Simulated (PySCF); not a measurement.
# C12H12Ge: the cost of one run

Programs: PySCF 2.14.0, with routines of our own; each step states its level. All values are computed. Atoms count from 0.

## (1) The starting structure

25 atoms, charge 0, multiplicity 1; geometry from: GFN2-xTB.

## (2) NMR shieldings: PBE/pcSseg-1 Ge:us-x2c-TZVPall-2c (PBE), spin–orbit

The job: settings as JSON, then the geometry in Å.

```
{"job": {"kind": "hnmr", "xc": "PBE", "basis": {"default": "pcSseg-1", "Ge": "us-x2c-TZVPall-2c"}, "rel": "so"}, "charge": 0, "multiplicity": 1}
C     -3.889071     0.962898     0.375702
C     -2.793478     1.299991     1.153535
C     -1.660440     0.507954     1.128633
C     -1.602924    -0.629064     0.331210
Ge     0.026232    -1.717803     0.298332
C      1.611954    -0.595076     0.027821
C      2.853632    -0.987160     0.512185
C      3.971396    -0.196524     0.316538
C      3.859811     1.002068    -0.368075
C      2.628021     1.404914    -0.855465
C      1.513762     0.609910    -0.656664
C     -2.707121    -0.953685    -0.445905
C     -3.844196    -0.165684    -0.425055
H     -4.775243     1.580888     0.391508
H     -2.822880     2.182465     1.777045
H     -0.801025     0.773838     1.731971
H      0.210147    -2.490875     1.580908
H     -0.111887    -2.757361    -0.785883
H      2.938682    -1.922831     1.049832
H      4.931242    -0.512161     0.700193
H      4.731389     1.622527    -0.518911
H      2.537009     2.340466    -1.389052
H      0.549330     0.928945    -1.032211
H     -2.670089    -1.834886    -1.073542
H     -4.695189    -0.429609    -1.036823
```

Level: PBE/pcSseg-1 Ge:us-x2c-TZVPall-2c GIAO NMR shielding, X2C with spin-orbit coupling, screened-nuclear two-electron part, Gaussian nuclei, gas phase.

Started as:

```bash
> OMP_NUM_THREADS=1 python heavy_run.py task.json out
```

The driver reads the jobs from task.json and runs them one after another.

**Question.** How long does this first job take on 1 thread of Arm Neoverse V2, shared host, and how much memory does it need?

About 2.6 min, with a peak of 1.9 GiB.
